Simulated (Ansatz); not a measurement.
# AlSi4NO8: the cost of one run

Program: Ansatz 0.2.0. Level of theory: DFT PBE, scalar-relativistic, plane waves, PAW. These are calculated values, not measurements.

## (1) Starting point

The cell holds 14 atoms (AlNO8Si4): a = 5.758 Å, b = 5.906 Å, c = 5.975 Å, α = 91.49°, β = 89.29°, γ = 92.14°.

It is the last frame of an earlier stage of the same melt, run at 4000 K.

Coordinates:

```
CELL_PARAMETERS angstrom
5.75721 -0.10848 0.03555
-0.10848 5.90471 -0.07680
0.03555 -0.07680 5.97479
ATOMIC_POSITIONS crystal
Si 0.40711 0.22712 0.75221
Si 0.81878 0.43972 0.06277
Si 0.14740 0.05966 0.09884
Si 0.39700 0.94613 0.50805
O 0.17826 0.02129 0.80726
O 0.86511 0.38108 0.78983
O 0.80777 0.66819 0.20127
O 0.54213 0.36570 0.99779
O 0.28591 0.89848 0.27079
O 0.95833 0.23581 0.21530
O 0.69227 0.90542 0.56926
O 0.34172 0.49234 0.61937
Al 0.81388 0.59825 0.51069
N 0.45139 0.62614 0.45468
```

## (2) Langevin stage at 2880 K

One k point, a Fermi-Dirac width of 0.248 eV and a fixed cell.

Input file input.yaml:

```yaml
crystal:
  lattice:
    - [5.757211, -0.10848, 0.03555]
    - [-0.10848, 5.904711, -0.076798]
    - [0.03555, -0.076798, 5.974794]
  atoms:
    - { symbol: Si, position: [0.4071067122, 0.2271248372, 0.7522058182] }
    - { symbol: Si, position: [0.8187806585, 0.4397227085, 0.0627721862] }
    - { symbol: Si, position: [0.1473988159, 0.05965506, 0.0988414267] }
    - { symbol: Si, position: [0.3969976698, 0.9461266552, 0.5080480581] }
    - { symbol: O, position: [0.1782576504, 0.0212930565, 0.8072555437] }
    - { symbol: O, position: [0.865114415, 0.3810800345, 0.7898329807] }
    - { symbol: O, position: [0.8077664793, 0.6681867854, 0.2012681866] }
    - { symbol: O, position: [0.5421272601, 0.3656965567, 0.9977886843] }
    - { symbol: O, position: [0.2859101087, 0.89847631, 0.2707923894] }
    - { symbol: O, position: [0.9583278632, 0.2358101178, 0.2152950143] }
    - { symbol: O, position: [0.6922705197, 0.9054180547, 0.5692583411] }
    - { symbol: O, position: [0.341722175, 0.4923421584, 0.619373414] }
    - { symbol: Al, position: [0.8138816559, 0.5982496775, 0.5106897158] }
    - { symbol: "N", position: [0.4513946717, 0.6261383102, 0.4546800322] }
  symmetry: { detect: false }
basis:
  ecutwfc: 420
  xc_grid: 1
kpoints:
  mp_grid: { grid: [1, 1, 1], shift: [0.25, 0.25, 0.25] }
hamiltonian:
  xc: pbe
scf:
  occupations: { method: fermi_dirac, width: 0.2482 }
  lower_state_search: "off"
  convergence: { dr2_threshold: 1.0e-05 }
output:
  forces: true
  stress: true
md:
  timestep: 2.0
  n_steps: 250
  ensemble: nvt_langevin
  friction: 0.03
  temperature: 2880.0
  initial_velocities: maxwell_boltzmann
  seed: 70095
```

Run with:

```
$ ansatz run input.yaml --threads 2 --pin off --max-ram 5120MiB --backend cpu --events-out ev --progress --plain --runs-dir out
```

**Question.** How long does this run take on 2 threads of Arm Neoverse V2, shared host, and how much memory does it need?

About 2.5 min, with a peak of 0.35 GiB.
